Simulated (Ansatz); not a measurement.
# Bi2Se3: the cost of one run

Computed with Ansatz 0.2.0 (DFT PBE+D3(BJ), scalar-relativistic, plane waves, PAW, unless a step's input says otherwise).

2 further runs of the same task are left out: 2 set aside as unsound or not needed. Runs told in other sessions of the task aren't counted.

**1. The system as given**

Symmetry: R-3m, No. 166, trigonal system. Conventional cell: a = 4.144 Å, b = 4.144 Å, c = 28.479 Å, α = 90.00°, β = 90.00°, γ = 120.00°. Bi (site symmetry 3m) has 6 Se at 2.86 to 3.07 Å in its first shell of neighbours. Around Se (site symmetry -3m) lie 6 Bi at 3.07 Å. Se (site symmetry 3m) is surrounded by 3 Bi at 2.86 Å.

Structure file:

```xyz
5
Lattice="2.0718 1.1962 9.4929 -2.0718 1.1962 9.4929 0.0000 -2.3923 9.4929" Properties=species:S:1:pos:R:3 pbc="T T T"
Bi    0.0000    0.0000   11.4151
Bi    0.0000    0.0000   17.0635
Se    0.0000    0.0000    0.0000
Se    0.0000    0.0000    5.9983
Se    0.0000    0.0000   22.4803
```

It is the result of an earlier relaxation at this level (volume 28.23 Å³/atom; gap on the mesh: 0.17 eV).

**2. Band edges and mean potential of the bulk**

input.yaml reads:

```yaml
crystal:
  lattice:
    - [2.0718049828, 1.1961571645, 9.492879157]
    - [-2.0718049828, 1.1961571645, 9.492879157]
    - [0.0, -2.3923143291, 9.492879157]
  atoms:
    - { symbol: Bi, position: [0.4008312164, 0.4008312164, 0.4008312164] }
    - { symbol: Bi, position: [0.5991687836, 0.5991687836, 0.5991687836] }
    - { symbol: Se, position: [0.0, 0.0, 0.0] }
    - { symbol: Se, position: [0.2106243993, 0.2106243993, 0.2106243993] }
    - { symbol: Se, position: [0.7893756007, 0.7893756007, 0.7893756007] }
basis:
  ecutwfc: 420
kpoints:
  mp_grid: { grid: [12, 12, 12] }
  band_path: { path: [VBM, CBM], npoints: 2 }
hamiltonian:
  xc: pbe
  dispersion: d3bj
scf:
  occupations: { method: gaussian, width: 0.01 }
output:
  forces: true
  stress: true
  eigenvalues: true
```

Started as:

```
$ ansatz run input.yaml --threads 8 --pin off --max-ram 15360MiB --backend cpu --events-out ev --progress --plain --runs-dir out
```

What time and memory should one allow on 8 threads of Arm Neoverse V1, shared host?

About 15 s, with a peak of 1.2 GiB.
